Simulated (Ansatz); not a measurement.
**C₂H₆BGaS: small, medium and large basis sets**

One table from this session's results is given with a row withheld; the runs are named, their logs left out.

Program: Ansatz 0.2.0, Gaussian basis. Level of theory: one geometry, several basis sets. These are calculated values, not measurements.

The runs, in order: PBE0-D4/def2-SVP; ωB97M-V/def2-SVP; PBE0-D4/def2-QZVPP; ωB97M-V/def2-QZVPP; the functionals' def2-TZVPP values are taken from earlier runs.

## The relaxed structure

The geometry comes from an earlier relaxation with PBE0-D4 in a triple-zeta def2 set; it is a stationary point, not always the lowest conformer.

SMILES `[CH3][GaH][B]1CS1`, 11 atoms, charge 0, spin multiplicity 1.

Atoms are counted from 1 here; the program's logs count them from 0.

Bond lengths: C1–Ga2 1.970 Å, C1–H6 1.090 Å, C1–H7 1.093 Å, C1–H8 1.094 Å, Ga2–B3 2.055 Å, Ga2–H9 1.577 Å, B3–C4 1.546 Å, B3–S5 1.758 Å, C4–S5 1.836 Å, C4–H10 1.086 Å, C4–H11 1.086 Å. Angles: Ga2–C1–H6 113.1°, Ga2–C1–H7 110.0°, Ga2–C1–H8 109.2°, H6–C1–H7 109.0°, H6–C1–H8 108.5°, H7–C1–H8 106.8°, C1–Ga2–B3 122.6°, C1–Ga2–H9 117.7°, B3–Ga2–H9 119.7°, Ga2–B3–C4 151.2°, Ga2–B3–S5 141.6°, C4–B3–S5 67.2°, B3–C4–S5 61.9°, B3–C4–H10 120.5°, B3–C4–H11 120.5°, S5–C4–H10 114.8°, S5–C4–H11 114.8°, H10–C4–H11 113.7° and more.

Set-up of the first run:

in.yaml

```yaml
crystal:
  periodic: [false, false, false]
  atoms:
    - {symbol: C, position_ang: [-2.159753, -0.126632, 0.845861]}
    - {symbol: Ga, position_ang: [-0.239997, 0.241828, 1.092844]}
    - {symbol: B, position_ang: [1.078214, 0.349069, -0.479887]}
    - {symbol: C, position_ang: [2.083886, -0.309290, -1.451967]}
    - {symbol: S, position_ang: [1.747935, 1.485657, -1.641520]}
    - {symbol: H, position_ang: [-2.458804, -0.150181, -0.201916]}
    - {symbol: H, position_ang: [-2.755679, 0.625572, 1.368995]}
    - {symbol: H, position_ang: [-2.401512, -1.093350, 1.298200]}
    - {symbol: H, position_ang: [0.281895, 0.456570, 2.565249]}
    - {symbol: H, position_ang: [3.090416, -0.551491, -1.122339]}
    - {symbol: H, position_ang: [1.733389, -0.927751, -2.273532]}
basis:
  gaussian: {orbitals: def2-SVP}
hamiltonian: {xc: pbe0, dispersion: d4}
output: {orbitals: {seedname: orbitals}}
```

Command:

```
> ansatz run in.yaml --threads 4 --pin off --events-out ev --progress --plain --max-ram 10444MiB
```

Among the steps run: PBE0-D4 in def2-SVP; ωB97M-V in def2-SVP; PBE0-D4 in def2-QZVPP; ωB97M-V in def2-QZVPP.

One table of the session follows, with a row left open; its other results are not shown here.

It belongs to the step «Functionals by basis». 

```
functional       basis  HOMO (eV)  LUMO (eV)
   PBE0-D4    def2-SVP      -7.41      -1.36
   PBE0-D4  def2-TZVPP      -7.44      -1.43
   PBE0-D4  def2-QZVPP      -7.46      -1.47
   ωB97M-V    def2-SVP          ?          ?
   ωB97M-V  def2-TZVPP      -9.55       0.23
   ωB97M-V  def2-QZVPP      -9.56       0.08
```

Q: Estimate the row for ωB97M-V, def2-SVP from the others.

**Answer.** HOMO (eV): -9.50; LUMO (eV): 0.34. In the column «HOMO (eV)» it lies between ωB97M-V, def2-TZVPP (-9.55) and PBE0-D4, def2-QZVPP (-7.46).
